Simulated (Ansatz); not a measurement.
# C2H6OSn: how energies converge with the basis set

How large a basis does C2H6OSn need? Two functionals are run in growing sets.

The runs use Ansatz 0.2.0, Gaussian basis; one geometry, several basis sets.

Levels to be run: PBE0-D4/def2-SVP; ωB97M-V/def2-SVP; PBE0-D4/def2-QZVPP; ωB97M-V/def2-QZVPP; the functionals' def2-TZVPP values are taken from earlier runs.

### 1 Structure used throughout

All runs share one geometry, relaxed beforehand with PBE0-D4 in a triple-zeta def2 set. Sn takes the def2 core potential; no spin-orbit term is included.

10 atoms, charge 0, spin multiplicity 1.

Atoms are counted from 1 here; the program's logs count them from 0.

Bond lengths: C1–C2 1.519 Å, C1–H5 1.095 Å, C1–H6 1.095 Å, C1–H7 1.095 Å, C2–Sn3 2.211 Å, C2–H8 1.098 Å, C2–H9 1.098 Å, Sn3–O4 1.983 Å, O4–H10 0.962 Å. Angles: C2–C1–H5 111.8°, C2–C1–H6 112.4°, C2–C1–H7 111.8°, H5–C1–H6 106.6°, H5–C1–H7 107.3°, H6–C1–H7 106.6°, C1–C2–Sn3 116.9°, C1–C2–H8 111.0°, C1–C2–H9 111.0°, Sn3–C2–H8 106.1°, Sn3–C2–H9 106.0°, H8–C2–H9 105.1°, C2–Sn3–O4 96.8°, Sn3–O4–H10 114.6°.

### 2 PBE0-D4 in def2-SVP

File in.yaml:

```yaml
crystal:
  periodic: [false, false, false]
  atoms:
    - {symbol: C, position_ang: [-0.813880, 0.556250, 0.072989]}
    - {symbol: C, position_ang: [-0.062488, -0.491612, 0.876763]}
    - {symbol: Sn, position_ang: [1.785027, -1.306627, -0.022752]}
    - {symbol: O, position_ang: [1.726408, -0.233575, -1.689827]}
    - {symbol: H, position_ang: [-1.137301, 0.168373, -0.898349]}
    - {symbol: H, position_ang: [-1.715442, 0.907721, 0.585189]}
    - {symbol: H, position_ang: [-0.197830, 1.440894, -0.117736]}
    - {symbol: H, position_ang: [-0.703089, -1.356624, 1.091230]}
    - {symbol: H, position_ang: [0.226589, -0.099639, 1.860391]}
    - {symbol: H, position_ang: [0.975205, 0.363638, -1.754899]}
basis:
  gaussian: {orbitals: def2-SVP}
hamiltonian: {xc: pbe0, dispersion: d4}
output: {orbitals: {seedname: orbitals}}
```

Launch:

```bash
ansatz run in.yaml --threads 2 --pin off --events-out ev --progress --plain --max-ram 32768MiB --backend cpu
```

After this run come: ωB97M-V in def2-SVP; PBE0-D4 in def2-QZVPP; ωB97M-V in def2-QZVPP.

**Question.** What will the summary of the whole plan be? Wanted: PBE0-D4: double and triple zeta above quadruple; ωB97M-V: double and triple zeta above quadruple.

The runs gave:

| quantity | value |
| --- | --- |
| PBE0-D4: double and triple zeta above quadruple | 5.63, 0.31 eV |
| ωB97M-V: double and triple zeta above quadruple | 5.87, 0.30 eV |

**Reading.** PBE0-D4 gains 5.32 eV from double to triple zeta, then 0.31 eV more. These are total energies; as a rule much of such shifts cancels in differences, which this series doesn't test.
